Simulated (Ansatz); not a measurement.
# C2H10NSbSi: small, medium and large basis sets

The task here is to estimate one member of a computed series from the others.

Method: one geometry, several basis sets; program: Ansatz 0.2.0, Gaussian basis.

The runs, in order: PBE0-D4/def2-SVP; ωB97M-V/def2-SVP; PBE0-D4/def2-QZVPP; ωB97M-V/def2-QZVPP; the functionals' def2-TZVPP values are taken from earlier runs.

## The relaxed structure

The geometry comes from an earlier relaxation with PBE0-D4 in a triple-zeta def2 set; it is a stationary point, not always the lowest conformer. Sb takes the def2 core potential; no spin-orbit term is included.

SMILES `C[N](C)[SbH][SiH3]`, 15 atoms, charge 0, spin multiplicity 1.

Atoms are counted from 1 here; the program's logs count them from 0.

Bond lengths: C1–N2 1.447 Å, C1–H6 1.103 Å, C1–H7 1.093 Å, C1–H8 1.097 Å, N2–C3 1.443 Å, N2–Sb4 2.042 Å, C3–H9 1.091 Å, C3–H10 1.098 Å, C3–H11 1.103 Å, Sb4–Si5 2.579 Å, Sb4–H12 1.727 Å, Si5–H13 1.487 Å, Si5–H14 1.489 Å, Si5–H15 1.487 Å. Angles: N2–C1–H6 113.7°, N2–C1–H7 110.7°, N2–C1–H8 109.5°, H6–C1–H7 108.0°, H6–C1–H8 107.2°, H7–C1–H8 107.5°, C1–N2–C3 111.7°, C1–N2–Sb4 114.1°, C3–N2–Sb4 118.1°, N2–C3–H9 110.9°, N2–C3–H10 109.6°, N2–C3–H11 113.3°, H9–C3–H10 107.6°, H9–C3–H11 107.8°, H10–C3–H11 107.4°, N2–Sb4–Si5 96.3°, N2–Sb4–H12 98.0°, Si5–Sb4–H12 90.7° and more.

Set-up of the first run:

in.yaml

```yaml
crystal:
  periodic: [false, false, false]
  atoms:
    - {symbol: C, position_ang: [0.137782, 1.150092, 1.950345]}
    - {symbol: N, position_ang: [0.225761, 0.477177, 0.672196]}
    - {symbol: C, position_ang: [0.762386, -0.855963, 0.806776]}
    - {symbol: Sb, position_ang: [-1.408341, 0.741185, -0.524226]}
    - {symbol: Si, position_ang: [-0.328483, -0.168049, -2.682372]}
    - {symbol: H, position_ang: [-0.491302, 0.621763, 2.686800]}
    - {symbol: H, position_ang: [-0.261373, 2.159755, 1.828621]}
    - {symbol: H, position_ang: [1.140534, 1.241597, 2.386084]}
    - {symbol: H, position_ang: [0.901864, -1.319535, -0.171229]}
    - {symbol: H, position_ang: [1.743763, -0.809935, 1.296044]}
    - {symbol: H, position_ang: [0.124177, -1.525415, 1.408599]}
    - {symbol: H, position_ang: [-2.166900, -0.783621, -0.235075]}
    - {symbol: H, position_ang: [0.672460, 0.812695, -3.178730]}
    - {symbol: H, position_ang: [-1.409131, -0.303472, -3.697275]}
    - {symbol: H, position_ang: [0.334801, -1.489074, -2.517057]}
basis:
  gaussian: {orbitals: def2-SVP}
hamiltonian: {xc: pbe0, dispersion: d4}
output: {orbitals: {seedname: orbitals}}
```

Launch:

```
$ ansatz run in.yaml --threads 4 --pin off --events-out ev --progress --plain --max-ram 11315MiB
```

Among the steps run: PBE0-D4 in def2-SVP; ωB97M-V in def2-SVP; PBE0-D4 in def2-QZVPP; ωB97M-V in def2-QZVPP.

One table of the session follows, with a row left open; its other results are not shown here.

It belongs to the step «Functionals by basis». 

```
functional       basis  HOMO (eV)
   PBE0-D4    def2-SVP      -6.12
   PBE0-D4  def2-TZVPP      -6.24
   PBE0-D4  def2-QZVPP      -6.27
   ωB97M-V    def2-SVP      -8.32
   ωB97M-V  def2-TZVPP          ?
   ωB97M-V  def2-QZVPP      -8.47
```

**Question.** Estimate the row for ωB97M-V, def2-TZVPP.

**Answer.** HOMO (eV): -8.45. In the column «HOMO (eV)» it lies between ωB97M-V, def2-QZVPP (-8.47) and ωB97M-V, def2-SVP (-8.32).
